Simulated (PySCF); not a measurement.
# Silicon: the same states on changed settings

Aim: see what changed settings do to total energies and their difference. The change: the non-relativistic Hamiltonian (point nucleus), unsound on purpose. A sound run of the same states serves as the yardstick.

The numbers are computed with PySCF 2.14.0 (unrestricted determinants in a Gaussian basis, no spin-orbit coupling in the energies), except any that are marked as measured or tabulated.

**1. Starting point**

| Quantity | Value |
| --- | --- |
| Element | silicon (Z = 14) |
| Basis | cc-pVDZ-DK (4s3p1d, 18 functions) |
| Hamiltonian | the non-relativistic Hamiltonian (point nucleus) |
| State 1 | Si: [Ne] 3s2 3p2, high-spin 3P determinant |
| State 2 | Si⁺: [Ne] 3s2 3p1, 2P determinant |
| Methods | UHF, BP86, MN15, MP2, CCSD(T) |
| Core shells frozen in the correlated runs | valence: [Ne] (for Si) |

Outer shells as boxes (Hund's rule):

Si [Ne] 3s2 3p2
```
[Ne] core
3s [↑↓]
3p [↑ ][↑ ][  ]
```

Si+ [Ne] 3s2 3p1
```
[Ne] core
3s [↑↓]
3p [↑ ][  ][  ]
```

The sound run (cc-pVDZ-DK, scalar relativity by spin-free X2C-1e, symmetry-adapted start, fine grid, valence correlation) gave:

| species | method | energy (hartree) |
| --- | --- | --- |
| Si | UHF | -289.45207 |
| Si | BP86 | -290.00322 |
| Si | MN15 | -289.94192 |
| Si | MP2 (valence) | -289.49698 |
| Si | CCSD(T) (valence) | -289.51699 |
| Si⁺ | UHF | -289.17161 |
| Si⁺ | BP86 | -289.70012 |
| Si⁺ | MN15 | -289.64589 |
| Si⁺ | MP2 (valence) | -289.20633 |
| Si⁺ | CCSD(T) (valence) | -289.22527 |

The runs were made by one driver on top of PySCF. The scripts below sum up each run's settings (the driver also hands on starting orbitals that pick excited configurations, and frozen orbitals as a list rather than a count), and the logs come from the driver's own runs. The driver starts from symmetry-adapted Hartree-Fock orbitals, holds the occupation by maximum overlap and uses a logarithmic radial grid for functionals, so a plain start would take other cycles.

The driver's launch:

```sh
$ OMP_NUM_THREADS=1 python atomrun2.py TASK.json OUT
```

The integrals over 18 functions and the set-up took 0.01 s of CPU time.

**2. Changed run, Si: the ladder of methods**

**UHF**

input.py

```python
from pyscf import gto, scf, dft, mp, cc
import basis_set_exchange as bse
mol = gto.M(atom="Si 0 0 0", charge=0, spin=2, symmetry="D2h",
            basis=gto.basis.parse(bse.get_basis("cc-pVDZ-DK", elements=["Si"], fmt="nwchem", header=False)))
mf = scf.UHF(mol)
mf.irrep_nelec = {'Ag': (3, 3), 'B1u': (2, 1), 'B2u': (2, 1), 'B3u': (1, 1)}
mf.kernel()
```

What it wrote:

```text
damping factor = 0
level_shift factor = 0
DIIS = <class 'pyscf.scf.diis.CDIIS'>
diis_start_cycle = 1
diis_space = 10
diis_damp = 0
SCF conv_tol = 1e-09
SCF conv_tol_grad = None
number electrons alpha = 8  beta = 6
cycle= 1 E= -288.727189998486  delta_E= -0.00308  |g|= 0.0192  |ddm|= 0.0628
cycle= 2 E= -288.727662674878  delta_E= -0.000473  |g|= 0.0076  |ddm|= 0.0266
cycle= 3 E= -288.727751034961  delta_E= -8.84e-05  |g|= 0.000299  |ddm|= 0.0196
cycle= 4 E= -288.72775121305  delta_E= -1.78e-07  |g|= 6.53e-05  |ddm|= 0.00355
cycle= 5 E= -288.727751222076  delta_E= -9.03e-09  |g|= 8.31e-06  |ddm|= 0.001
cycle= 6 E= -288.727751222198  delta_E= -1.22e-10  |g|= 5.88e-07  |ddm|= 0.000119
converged SCF energy = -288.727751222198  <S^2> = 2.0109457  2S+1 = 3.0072883
```

Time after the integrals: 0.03 s (1 thread of Neoverse-V2, shared host).

Orbital energies by shell (radii are means over both spins):

| shell | electrons | mean orbital energy (eV) | spread (eV) | rms radius (bohr) |
| --- | --- | --- | --- | --- |
| 1s α | 1 | -1869.6 | 0 | 0.129 |
| 1s β | 1 | -1869.3 | 0 | 0.129 |
| 2s α | 1 | -167.30 | 0 | 0.614 |
| 2s β | 1 | -167.00 | 0 | 0.614 |
| 2p α | 3 | -115.77 | 0.247 | 0.600 |
| 2p β | 3 | -115.24 | 0.367 | 0.600 |
| 3s α | 1 | -16.814 | 0 | 2.38 |
| 3s β | 1 | -12.544 | 0 | 2.38 |
| 3p α | 2 | -8.138 | 0 | 2.96 |

⟨S²⟩ = 2.011, ⟨L²⟩ = 2.03.

**BP86**

input.py, as changed from the run before:

```diff
@@ -4,3 +4,3 @@
             basis=gto.basis.parse(bse.get_basis("cc-pVDZ-DK", elements=["Si"], fmt="nwchem", header=False)))
-mf = scf.UHF(mol)
+mf = dft.UKS(mol, xc="B88,P86")
 mf.irrep_nelec = {'Ag': (3, 3), 'B1u': (2, 1), 'B2u': (2, 1), 'B3u': (1, 1)}
```

What it wrote:

```text
damping factor = 0
level_shift factor = 0
DIIS = <class 'pyscf.scf.diis.CDIIS'>
diis_start_cycle = 1
diis_space = 10
diis_damp = 0
SCF conv_tol = 1e-09
SCF conv_tol_grad = None
number electrons alpha = 8  beta = 6
XC functionals = B88,P86
    A. D. Becke.,  Phys. Rev. A 38, 3098 (1988)
    J. P. Perdew.,  Phys. Rev. B 33, 8822 (1986)
cycle= 1 E= -289.279326652966  delta_E= -0.00375  |g|= 0.01  |ddm|= 0.329
cycle= 2 E= -289.279395666602  delta_E= -6.9e-05  |g|= 0.00171  |ddm|= 0.0646
cycle= 3 E= -289.2793995184  delta_E= -3.85e-06  |g|= 0.000694  |ddm|= 0.0214
cycle= 4 E= -289.279399979982  delta_E= -4.62e-07  |g|= 8.93e-05  |ddm|= 0.0058
cycle= 5 E= -289.279399989673  delta_E= -9.69e-09  |g|= 3.88e-07  |ddm|= 0.000399
cycle= 6 E= -289.279399989674  delta_E= -3.41e-13  |g|= 3.46e-08  |ddm|= 5.19e-06
converged SCF energy = -289.279399989674  <S^2> = 2.0028239  2S+1 = 3.001882
```

It took 0.08 s on 1 thread of Neoverse-V2, shared host, the integrals not counted.

**MN15**

input.py, as changed from the run before:

```diff
@@ -4,3 +4,3 @@
             basis=gto.basis.parse(bse.get_basis("cc-pVDZ-DK", elements=["Si"], fmt="nwchem", header=False)))
-mf = dft.UKS(mol, xc="B88,P86")
+mf = dft.UKS(mol, xc="MN15")
 mf.irrep_nelec = {'Ag': (3, 3), 'B1u': (2, 1), 'B2u': (2, 1), 'B3u': (1, 1)}
```

What it wrote:

```text
damping factor = 0
level_shift factor = 0
DIIS = <class 'pyscf.scf.diis.CDIIS'>
diis_start_cycle = 1
diis_space = 10
diis_damp = 0
SCF conv_tol = 1e-09
SCF conv_tol_grad = None
number electrons alpha = 8  beta = 6
XC functionals = MN15
    H. S. Yu, X. He, S. L. Li, and D. G. Truhlar.,  Chem. Sci. 7, 5032-5051 (2016)
    H. S. Yu, X. He, S. L. Li, and D. G. Truhlar.,  Chem. Sci. 7, 5032-5051 (2016)
cycle= 1 E= -289.218341730271  delta_E= -0.00472  |g|= 0.0072  |ddm|= 0.361
cycle= 2 E= -289.218405493544  delta_E= -6.38e-05  |g|= 0.00175  |ddm|= 0.0492
cycle= 3 E= -289.218409681136  delta_E= -4.19e-06  |g|= 0.00056  |ddm|= 0.0126
cycle= 4 E= -289.218410024873  delta_E= -3.44e-07  |g|= 7.58e-05  |ddm|= 0.00313
cycle= 5 E= -289.218410033567  delta_E= -8.69e-09  |g|= 3.78e-06  |ddm|= 0.000197
cycle= 6 E= -289.218410033585  delta_E= -1.74e-11  |g|= 1.65e-07  |ddm|= 2.84e-05
converged SCF energy = -289.218410033585  <S^2> = 2.0014957  2S+1 = 3.000997
```

It took 0.16 s on 1 thread of Neoverse-V2, shared host, the integrals not counted.

**MP2 (valence)**

input.py, as changed from the run before:

```diff
@@ -4,4 +4,5 @@
             basis=gto.basis.parse(bse.get_basis("cc-pVDZ-DK", elements=["Si"], fmt="nwchem", header=False)))
-mf = dft.UKS(mol, xc="MN15")
+mf = scf.UHF(mol)
 mf.irrep_nelec = {'Ag': (3, 3), 'B1u': (2, 1), 'B2u': (2, 1), 'B3u': (1, 1)}
 mf.kernel()
+mp.UMP2(mf, frozen=5).kernel()
```

No log was kept for this step.

It took 0.01 s on 1 thread of Neoverse-V2, shared host, the integrals not counted.

With 4 electrons correlated, the MP2 correlation energy is -0.04490 hartree (-0.00761 same spin, -0.03730 opposite spin); the SCS form gives -0.04729. Largest pairs of shells: 3s-3p -0.0264, 3s-3s -0.0140, 3p-3p -0.0045.

**CCSD(T) (valence)**

input.py, as changed from the run before:

```diff
@@ -7,2 +7,3 @@
 mf.kernel()
-mp.UMP2(mf, frozen=5).kernel()
+mycc = cc.CCSD(mf, frozen=5).run()
+mycc.ccsd_t()
```

What it wrote:

```text
CC2 = 0
CCSD nocc = (np.int64(3), np.int64(1)), nmo = (13, 13)
frozen orbitals [[0, 1, 2, 3, 4], [0, 1, 2, 3, 4]]
max_cycle = 100
direct = 0
conv_tol = 1e-08
conv_tol_normt = 1e-06
diis_space = 8
diis_start_cycle = 0
Init t2, MP2 energy = -0.0449027581817821
Init E_corr(UCCSD) = -0.0449027581820573
cycle = 1  E_corr(UCCSD) = -0.0578415512121857  dE = -0.012938793  norm(t1,t2) = 0.0556071
cycle = 2  E_corr(UCCSD) = -0.0616903758711677  dE = -0.00384882466  norm(t1,t2) = 0.0214235
cycle = 3  E_corr(UCCSD) = -0.0639549154204771  dE = -0.00226453955  norm(t1,t2) = 0.00985322
cycle = 4  E_corr(UCCSD) = -0.0639480406236096  dE = 6.87479687e-06  norm(t1,t2) = 0.00191481
cycle = 5  E_corr(UCCSD) = -0.0639720597955037  dE = -2.40191719e-05  norm(t1,t2) = 0.000314748
cycle = 6  E_corr(UCCSD) = -0.0639638928408484  dE = 8.16695466e-06  norm(t1,t2) = 4.48825e-05
cycle = 7  E_corr(UCCSD) = -0.0639672590866171  dE = -3.36624577e-06  norm(t1,t2) = 1.06111e-05
cycle = 8  E_corr(UCCSD) = -0.0639664482144462  dE = 8.10872171e-07  norm(t1,t2) = 2.76736e-06
cycle = 9  E_corr(UCCSD) = -0.0639665216757277  dE = -7.34612815e-08  norm(t1,t2) = 3.90868e-07
cycle = 10  E_corr(UCCSD) = -0.0639665200455604  dE = 1.63016731e-09  norm(t1,t2) = 6.30138e-08
UCCSD converged
E(UCCSD) = -288.791717742244  E_corr = -0.06396652004556037
UCCSD(T) correction = -0.000996990602923436
```

It took 0.06 s on 1 thread of Neoverse-V2, shared host, the integrals not counted.

CCSD correlation -0.06397 hartree, triples -0.00100; total -288.792715. T1 = 0.010, largest double amplitude 0.107.

**3. Changed run, Si⁺, method by method**

**UHF**

input.py

```python
from pyscf import gto, scf, dft, mp, cc
import basis_set_exchange as bse
mol = gto.M(atom="Si 0 0 0", charge=1, spin=1, symmetry="D2h",
            basis=gto.basis.parse(bse.get_basis("cc-pVDZ-DK", elements=["Si"], fmt="nwchem", header=False)))
mf = scf.UHF(mol)
mf.irrep_nelec = {'Ag': (3, 3), 'B1u': (1, 1), 'B2u': (2, 1), 'B3u': (1, 1)}
mf.kernel()
```

What it wrote:

```text
damping factor = 0
level_shift factor = 0
DIIS = <class 'pyscf.scf.diis.CDIIS'>
diis_start_cycle = 1
diis_space = 10
diis_damp = 0
SCF conv_tol = 1e-09
SCF conv_tol_grad = None
number electrons alpha = 7  beta = 6
cycle= 1 E= -288.446134996807  delta_E= -0.00357  |g|= 0.0209  |ddm|= 0.0839
cycle= 2 E= -288.446690555972  delta_E= -0.000556  |g|= 0.00835  |ddm|= 0.037
cycle= 3 E= -288.446796911308  delta_E= -0.000106  |g|= 0.000379  |ddm|= 0.03
cycle= 4 E= -288.446797201316  delta_E= -2.9e-07  |g|= 5.14e-05  |ddm|= 0.00607
cycle= 5 E= -288.446797205946  delta_E= -4.63e-09  |g|= 6.99e-06  |ddm|= 0.000863
cycle= 6 E= -288.446797206021  delta_E= -7.44e-11  |g|= 6.68e-07  |ddm|= 0.000114
converged SCF energy = -288.446797206021  <S^2> = 0.76257437  2S+1 = 2.0125351
```

Time after the integrals: 0.03 s (1 thread of Neoverse-V2, shared host).

The occupied shells:

| shell | electrons | mean orbital energy (eV) | spread (eV) | rms radius (bohr) |
| --- | --- | --- | --- | --- |
| 1s α | 1 | -1879.6 | 0 | 0.129 |
| 1s β | 1 | -1879.5 | 0 | 0.129 |
| 2s α | 1 | -177.10 | 0 | 0.613 |
| 2s β | 1 | -176.90 | 0 | 0.613 |
| 2p α | 3 | -125.47 | 0.319 | 0.599 |
| 2p β | 3 | -125.13 | 0.458 | 0.599 |
| 3s α | 1 | -24.089 | 0 | 2.26 |
| 3s β | 1 | -21.692 | 0 | 2.26 |
| 3p α | 1 | -16.155 | 0 | 2.70 |

⟨S²⟩ = 0.763, ⟨L²⟩ = 2.04.

**BP86**

input.py, as changed from the run before:

```diff
@@ -4,3 +4,3 @@
             basis=gto.basis.parse(bse.get_basis("cc-pVDZ-DK", elements=["Si"], fmt="nwchem", header=False)))
-mf = scf.UHF(mol)
+mf = dft.UKS(mol, xc="B88,P86")
 mf.irrep_nelec = {'Ag': (3, 3), 'B1u': (1, 1), 'B2u': (2, 1), 'B3u': (1, 1)}
```

What it wrote:

```text
damping factor = 0
level_shift factor = 0
DIIS = <class 'pyscf.scf.diis.CDIIS'>
diis_start_cycle = 1
diis_space = 10
diis_damp = 0
SCF conv_tol = 1e-09
SCF conv_tol_grad = None
number electrons alpha = 7  beta = 6
XC functionals = B88,P86
    A. D. Becke.,  Phys. Rev. A 38, 3098 (1988)
    J. P. Perdew.,  Phys. Rev. B 33, 8822 (1986)
cycle= 1 E= -288.975685841563  delta_E= -0.0037  |g|= 0.00974  |ddm|= 0.379
cycle= 2 E= -288.975736675323  delta_E= -5.08e-05  |g|= 0.00134  |ddm|= 0.025
cycle= 3 E= -288.975737825432  delta_E= -1.15e-06  |g|= 0.0002  |ddm|= 0.00313
cycle= 4 E= -288.97573787607  delta_E= -5.06e-08  |g|= 2.25e-05  |ddm|= 0.00114
cycle= 5 E= -288.975737876455  delta_E= -3.85e-10  |g|= 2.52e-07  |ddm|= 0.000221
converged SCF energy = -288.975737876455  <S^2> = 0.75334661  2S+1 = 2.0033438
```

It took 0.07 s on 1 thread of Neoverse-V2, shared host, the integrals not counted.

**MN15**

input.py, as changed from the run before:

```diff
@@ -4,3 +4,3 @@
             basis=gto.basis.parse(bse.get_basis("cc-pVDZ-DK", elements=["Si"], fmt="nwchem", header=False)))
-mf = dft.UKS(mol, xc="B88,P86")
+mf = dft.UKS(mol, xc="MN15")
 mf.irrep_nelec = {'Ag': (3, 3), 'B1u': (1, 1), 'B2u': (2, 1), 'B3u': (1, 1)}
```

What it wrote:

```text
damping factor = 0
level_shift factor = 0
DIIS = <class 'pyscf.scf.diis.CDIIS'>
diis_start_cycle = 1
diis_space = 10
diis_damp = 0
SCF conv_tol = 1e-09
SCF conv_tol_grad = None
number electrons alpha = 7  beta = 6
XC functionals = MN15
    H. S. Yu, X. He, S. L. Li, and D. G. Truhlar.,  Chem. Sci. 7, 5032-5051 (2016)
    H. S. Yu, X. He, S. L. Li, and D. G. Truhlar.,  Chem. Sci. 7, 5032-5051 (2016)
cycle= 1 E= -288.921740458433  delta_E= -0.00355  |g|= 0.00711  |ddm|= 0.285
cycle= 2 E= -288.921786657068  delta_E= -4.62e-05  |g|= 0.00147  |ddm|= 0.0218
cycle= 3 E= -288.921789226303  delta_E= -2.57e-06  |g|= 0.000307  |ddm|= 0.00372
cycle= 4 E= -288.921789357765  delta_E= -1.31e-07  |g|= 1.32e-05  |ddm|= 0.00123
cycle= 5 E= -288.921789357962  delta_E= -1.96e-10  |g|= 5.65e-07  |ddm|= 4.95e-05
converged SCF energy = -288.921789357962  <S^2> = 0.75098829  2S+1 = 2.000988
```

It took 0.14 s on 1 thread of Neoverse-V2, shared host, the integrals not counted.

**MP2 (valence)**

input.py, as changed from the run before:

```diff
@@ -4,4 +4,5 @@
             basis=gto.basis.parse(bse.get_basis("cc-pVDZ-DK", elements=["Si"], fmt="nwchem", header=False)))
-mf = dft.UKS(mol, xc="MN15")
+mf = scf.UHF(mol)
 mf.irrep_nelec = {'Ag': (3, 3), 'B1u': (1, 1), 'B2u': (2, 1), 'B3u': (1, 1)}
 mf.kernel()
+mp.UMP2(mf, frozen=5).kernel()
```

This step left no log, only its results.

It took 0.01 s on 1 thread of Neoverse-V2, shared host, the integrals not counted.

With 3 electrons correlated, the MP2 correlation energy is -0.03473 hartree (-0.00222 same spin, -0.03251 opposite spin); the SCS form gives -0.03976. Largest pairs of shells: 3s-3s -0.0203, 3s-3p -0.0145, 3p-3p 0.0000.

**CCSD(T) (valence)**

input.py, as changed from the run before:

```diff
@@ -7,2 +7,3 @@
 mf.kernel()
-mp.UMP2(mf, frozen=5).kernel()
+mycc = cc.CCSD(mf, frozen=5).run()
+mycc.ccsd_t()
```

What it wrote:

```text
CC2 = 0
CCSD nocc = (np.int64(2), np.int64(1)), nmo = (13, 13)
frozen orbitals [[0, 1, 2, 3, 4], [0, 1, 2, 3, 4]]
max_cycle = 100
direct = 0
conv_tol = 1e-08
conv_tol_normt = 1e-06
diis_space = 8
diis_start_cycle = 0
Init t2, MP2 energy = -0.0347335632065235
Init E_corr(UCCSD) = -0.0347335632068561
cycle = 1  E_corr(UCCSD) = -0.0461966117651328  dE = -0.0114630486  norm(t1,t2) = 0.0569301
cycle = 2  E_corr(UCCSD) = -0.0502573407452271  dE = -0.00406072898  norm(t1,t2) = 0.0241779
cycle = 3  E_corr(UCCSD) = -0.0531114186608024  dE = -0.00285407792  norm(t1,t2) = 0.0111923
cycle = 4  E_corr(UCCSD) = -0.0530926601939417  dE = 1.87584669e-05  norm(t1,t2) = 0.00145083
cycle = 5  E_corr(UCCSD) = -0.0531177710589675  dE = -2.5110865e-05  norm(t1,t2) = 0.000172942
cycle = 6  E_corr(UCCSD) = -0.0531094299937993  dE = 8.34106517e-06  norm(t1,t2) = 3.13622e-05
cycle = 7  E_corr(UCCSD) = -0.0531130451658672  dE = -3.61517207e-06  norm(t1,t2) = 1.06061e-05
cycle = 8  E_corr(UCCSD) = -0.0531121390936061  dE = 9.06072261e-07  norm(t1,t2) = 3.13669e-06
cycle = 9  E_corr(UCCSD) = -0.0531121826529495  dE = -4.35593435e-08  norm(t1,t2) = 2.62023e-07
cycle = 10  E_corr(UCCSD) = -0.0531121829551355  dE = -3.02186005e-10  norm(t1,t2) = 3.95892e-08
UCCSD converged
E(UCCSD) = -288.499909388976  E_corr = -0.05311218295513555
UCCSD(T) correction = -0.000638747017064008
```

It took 0.06 s on 1 thread of Neoverse-V2, shared host, the integrals not counted.

CCSD correlation -0.05311 hartree, triples -0.00064; total -288.500548. T1 = 0.012, largest double amplitude 0.110.

**4. What moved**

| species | method | converged | energy less sound run (eV) |
| --- | --- | --- | --- |
| Si | UHF | yes | +19.7096 |
| Si | BP86 | yes | +19.6961 |
| Si | MN15 | yes | +19.6877 |
| Si | MP2 (valence) | yes | +19.7099 |
| Si | CCSD(T) (valence) | yes | +19.7085 |
| Si⁺ | UHF | yes | +19.7231 |
| Si⁺ | BP86 | yes | +19.7113 |
| Si⁺ | MN15 | yes | +19.7038 |
| Si⁺ | MP2 (valence) | yes | +19.7227 |
| Si⁺ | CCSD(T) (valence) | yes | +19.7206 |

Ionisation energy of Si:

| method | sound run (eV) | changed run (eV) | shift (eV) |
| --- | --- | --- | --- |
| UHF | 7.632 | 7.645 | +0.013 |
| BP86 | 8.248 | 8.263 | +0.015 |
| MN15 | 8.055 | 8.071 | +0.016 |
| MP2 | 7.909 | 7.922 | +0.013 |
| SCS-MP2 | 7.837 | 7.850 | +0.013 |
| CCSD | 7.928 | 7.941 | +0.012 |
| CCSD(T) | 7.938 | 7.950 | +0.012 |

**5. Outcome**

| quantity | value |
| --- | --- |
| change | the non-relativistic Hamiltonian (point nucleus) |
| runs converged | 10 of 10 |
| largest shift of a converged total energy | 19.7 eV |
| largest shift of the ionisation energy | +0.016 eV (MN15) |

**Reading.** The ionisation energy moves by up to 0.02 eV, at MN15. Most of the change in total energy is the relativistic energy itself. On top of that the contraction fixes the core shape for the Hamiltonian it was made with, so the changed run is not a good calculation with the other Hamiltonian either. The setting is unsound on purpose, so these numbers are no properties of the atom.
